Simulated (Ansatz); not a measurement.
**YPt3: properties at the relaxed cell**

One table from this session's results is given with a row withheld; the runs are named, their logs left out.

Method: DFT r2SCAN, scalar-relativistic, plane waves, PAW, in Ansatz 0.2.0.

1 further run of the same task is left out (set aside as unsound or not needed).

## Starting point

It takes space group Pm-3m (No. 221, cubic). Conventional cell: a = 4.096 Å, b = 4.096 Å, c = 4.096 Å, α = 90.00°, β = 90.00°, γ = 90.00°. Around Y (site symmetry m-3m) lie 12 Pt at 2.90 Å. Pt (site symmetry 4/mmm) is surrounded by 4 Y at 2.90 Å and 8 Pt at 2.90 Å.

Structure file:

```
CELL_PARAMETERS angstrom
4.09592 0.00000 0.00000
0.00000 4.09592 0.00000
0.00000 0.00000 4.09592
ATOMIC_POSITIONS crystal
Y 0.00000 0.00000 0.00000
Pt 0.00000 0.50000 0.50000
Pt 0.50000 0.00000 0.50000
Pt 0.50000 0.50000 0.00000
```

It is the result of an earlier relaxation at this level (volume 17.18 Å³/atom; gap on the mesh: none (metal)).

Set-up of the first run:

Contents of input.yaml:

```yaml
crystal:
  lattice:
    - [4.0959199535, 0.0, 0.0]
    - [0.0, 4.0959199535, 0.0]
    - [0.0, 0.0, 4.0959199535]
  atoms:
    - { symbol: "Y", position: [0.0, 0.0, 0.0] }
    - { symbol: Pt, position: [0.0, 0.5, 0.5] }
    - { symbol: Pt, position: [0.5, 0.0, 0.5] }
    - { symbol: Pt, position: [0.5, 0.5, 0.0] }
basis:
  ecutwfc: 500
kpoints:
  mp_grid: { grid: [10, 10, 10] }
  band_path:
    path:
      - [[0.0, 0.0, 0.0], [0.0, 0.5, 0.0], [0.5, 0.5, 0.0], [0.0, 0.0, 0.0], [0.5, 0.5, 0.5], [0.0, 0.5, 0.0]]
      - [[0.5, 0.5, 0.5], [0.5, 0.5, 0.0]]
    npoints: 14
hamiltonian:
  xc: r2scan
scf:
  occupations: { method: gaussian, width: 0.1 }
  n_extra_bands: 10
output:
  forces: true
  stress: true
  eigenvalues: true
  populations: true
  dos: { projected: true, de: 0.02, nscf_kmesh: { grid: [15, 15, 15] } }
  bader: true
  write_density: true
  write_potential: true
  elf: true
  volumetric_format: npy
```

The run is started by

```
> ansatz run input.yaml --threads 1 --pin off --max-ram 2560MiB --backend cpu --events-out ev --progress --plain --runs-dir out
```

Steps of the session up to this table: Electronic structure at the relaxed geometry; The cell as listed, for comparison; Point at V/V0 = 0.97; The cell scaled to 1.03 of its volume; Point at V/V0 = 0.94; Point at V/V0 = 1.06; Point at V/V0 = 0.91; The cell scaled to 1.10 of its volume; The cell scaled to 0.88 of its volume.

One table of the session follows, with a row left open; its other results are not shown here.

It belongs to the step «Energy against volume». 

```
volume (Å³/atom)  energy above the lowest point (meV/atom)  pressure (GPa)
          15.117                                     184.0           32.61
          15.633                                      96.6           22.11
          16.148                                      40.1           13.36
          16.663                                         ?               ?
          17.179                                       0.0            0.00
          17.694                                       8.5           -5.07
          18.210                                      31.8           -9.30
          18.897                                      81.9          -13.88
```

Q: Estimate the row for volume (Å³/atom) = 16.663 from the others.

Worked estimate for «energy above the lowest point (meV/atom)». A straight line through the neighbours (16.148, 40.1) and (17.179, 0.0) gives 40.1 + (0.0 − 40.1) × (16.663 − 16.148) / (17.179 − 16.148) = 20.1; a parabola fitted to 4 rows on both sides gives 9.2.

As computed: energy above the lowest point (meV/atom): 9.4; pressure (GPa): 6.07. In «energy above the lowest point (meV/atom)» the line misses by +10.7 and the parabola by -0.2.
